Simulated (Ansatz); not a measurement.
# C2H8BClSi: the cost of one run

All numbers are computed with Ansatz 0.2.0, driven from Python. Level of theory: CAM-B3LYP/6-31G*.

## 1. The system

Bond lengths: C1–B2 1.553 Å, B2–Si3 1.920 Å, B2–C4 1.626 Å, C4–Cl5 1.786 Å, C1–H6 1.162 Å, C1–H7 1.135 Å, C1–H8 1.048 Å, Si3–H9 1.535 Å, Si3–H10 1.454 Å, Si3–H11 1.470 Å, C4–H12 1.069 Å, C4–H13 1.196 Å. Angles (14 of 21 angles, heavy atoms first): C1–B2–Si3 117.5°, C1–B2–C4 124.5°, Si3–B2–C4 118.1°, B2–C4–Cl5 108.5°, B2–C1–H6 108.8°, B2–C1–H7 108.8°, B2–C1–H8 113.6°, B2–Si3–H9 109.3°, B2–Si3–H10 112.0°, B2–Si3–H11 110.0°, B2–C4–H12 112.3°, B2–C4–H13 105.0°, Cl5–C4–H12 113.2°, Cl5–C4–H13 105.9°.

No structure file is read: the coordinates are typed or built in the script.

## 2. The script

c2h8bclsi.py reads:

```python
'''Minimum-energy structure of C2H8BClSi.'''

import itertools

import ansatz as az
from ase.data import atomic_numbers, covalent_radii
import numpy as np


def main() -> None:
    geometry_ang = [
        ('C', [-1.49, -0.4135, -0.5064]),
        ('B', [-0.0966, 0.0619, -0.0132]),
        ('Si', [1.1519, -1.2856, 0.545]),
        ('C', [0.3704, 1.6169, 0.0665]),
        ('Cl', [0.3117, 2.3113, -1.5781]),
        ('H', [-2.3101, 0.1066, 0.1323]),
        ('H', [-1.6603, -0.0205, -1.5578]),
        ('H', [-1.6077, -1.4552, -0.4916]),
        ('H', [1.5392, -1.0416, 2.0105]),
        ('H', [0.5962, -2.6241, 0.4336]),
        ('H', [2.3853, -1.1892, -0.2484]),
        ('H', [1.323, 1.7311, 0.5372]),
        ('H', [-0.4926, 2.1673, 0.685]),
    ]
    c2h8bclsi = az.Crystal.molecule()
    for symbol, xyz in geometry_ang:
        c2h8bclsi = c2h8bclsi.atom(symbol, xyz)

    model = c2h8bclsi.calculation()
    model = model.basis(gaussian='6-31G*')
    model = model.functional('CAM-B3LYP')
    symbols = [site.symbol for site in c2h8bclsi.cartesian_sites]
    start = np.array([site.position_ang for site in c2h8bclsi.cartesian_sites], dtype=float)
    def progress(event):
        if event['event'] == 'relax_step':
            row = event['data']
            print(f'step {row["step"]:3d}  E = {row["lagrangian_ev"]:.6f} eV  largest force component {row["allowed_force_max_ev_ang"]:.4f} eV/A')


    r = model.relax(force_tolerance=0.02).session().plan().execute(on_event=progress).report
    end = np.array(r['positions_ang'])

    for key in ('converged', 'free_energy_ev', 'reference_energy_ev', 'n_frozen', 'n_occupied', 'n_virtual'):
        print(f'{key:22s} {r[key]}')

    # pairs closer than 1.2 times the sum of covalent radii, before or after
    radius = [covalent_radii[atomic_numbers[s]] for s in symbols]
    span = lambda where, i, j: np.linalg.norm(where[i] - where[j])
    bonded = [(i, j) for i, j in itertools.combinations(range(len(symbols)), 2) if min(span(start, i, j), span(end, i, j)) < 1.2 * (radius[i] + radius[j])]
    print('pair        before    after (A)')
    for i, j in bonded:
        print(f'{symbols[i]}{i}-{symbols[j]}{j}'.ljust(10), f'{span(start, i, j):8.4f} {span(end, i, j):8.4f}')


if __name__ == '__main__':
    main()
```

## 3. Running it

Run with:

```
$ python c2h8bclsi.py
```

Q: Estimate wall time and peak memory on 1 thread of Arm Neoverse V1, shared host.

About 4.1 min, with a peak of 0.35 GiB.
